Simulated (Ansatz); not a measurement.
**SiGeH₂ (singlet): the correlation ladder at distance Ge2–H4 = 1.409 Å, cc-pVTZ**

One table from this session's results is given with a row withheld; the runs are named, their logs left out.

Method: cc-pVTZ, core rule «outside noble gas», up to 19 orbitals frozen; program: Ansatz 0.2.0, Gaussian basis.

To be run: UHF; CCSD(T) on RHF; CCSD(T) on UHF; BCCD(T) on RHF; CCSDT(Q) on RHF; CCSDT(Q) on UHF; CASSCF and NEVPT2, 2 electrons in 2 orbitals; CASSCF and NEVPT2, 10 electrons in 10 orbitals.

### What is computed

The geometry derives from a PBE0/def2-TZVP stationary point (not a proven minimum). One bond is set to the value named and the two fragments are kept rigid. No spin-orbit coupling is included. The filled d shell of Ge may be among the frozen orbitals whatever the setting's name suggests.

4 atoms, charge 0, spin multiplicity 1.

Atoms are counted from 1 here; the program's logs count them from 0.

Bond lengths: Si1–Ge2 2.151 Å, Si1–H3 1.691 Å, Ge2–H3 1.746 Å, Ge2–H4 1.409 Å. Angles: Ge2–Si1–H3 52.4°, Si1–Ge2–H3 50.1°, Si1–Ge2–H4 159.6°, H3–Ge2–H4 109.5°, Si1–H3–Ge2 77.4°.

As a file:

```
Si    0.0000   -0.0035    1.5648
Ge    0.0000   -0.0234   -0.5858
H     0.0000    1.3271    0.5214
H     0.0000    0.4557   -1.9108
```

Set-up of the first run:

File in.yaml:

```yaml
crystal:
  periodic: [false, false, false]
  atoms:
    - {symbol: Si, position_ang: [0.000000, -0.003466, 1.564842]}
    - {symbol: Ge, position_ang: [0.000000, -0.023398, -0.585751]}
    - {symbol: H, position_ang: [0.000000, 1.327087, 0.521376]}
    - {symbol: H, position_ang: [0.000000, 0.455694, -1.910799]}
basis:
  gaussian: {orbitals: cc-pVTZ}
magnetization: {spin_polarized: true, initial_magnetization: 0}
hamiltonian: {xc: hf}
output: {orbitals: {seedname: orbitals}}
```

Started as:

```bash
$ ansatz run in.yaml --threads 1 --pin off --events-out ev --progress --plain --max-ram 2816MiB --backend cpu
```

Steps of the session up to this table: UHF; CCSD(T) on RHF; CCSD(T) on UHF; BCCD(T) on RHF; CCSDT(Q) on RHF; CCSDT(Q) on UHF; CASSCF and NEVPT2, 2 electrons in 2 orbitals; CASSCF and NEVPT2, 10 electrons in 10 orbitals.

One of the session's tables, all rows but one given; the rest of the session is left out.

| method | from RCCSDT(Q) (meV) |
| --- | --- |
| RHF | +7311.1 |
| UHF | +7251.0 |
| RMP2 | +1226.6 |
| UMP2 | +1565.3 |
| RCCSD | +479.4 |
| UCCSD | +499.3 |
| RCCSD(T) | +67.1 |
| UCCSD(T) | +90.0 |
| BCCD(T) | ? |
| RCCSDT | +36.2 |
| UCCSDT | +39.9 |
| RCCSDT(Q) | 0 |
| UCCSDT(Q) | +0.2 |
| CASSCF pair | +6831.5 |
| NEVPT2 pair | +1209.9 |
| CASSCF valence | +4671.8 |
| NEVPT2 valence | +1066.8 |

Q: Estimate the row for BCCD(T) from the others.

**Answer.** from RCCSDT(Q) (meV): +65.8. In the column «from RCCSDT(Q) (meV)» it lies between UCCSDT (+39.9) and RCCSD(T) (+67.1).

Limits of these values: Restricted and unrestricted rows rest on different reference determinants; a gap between their highest levels can come from leftover correlation error, from unlike frozen cores or from another state.
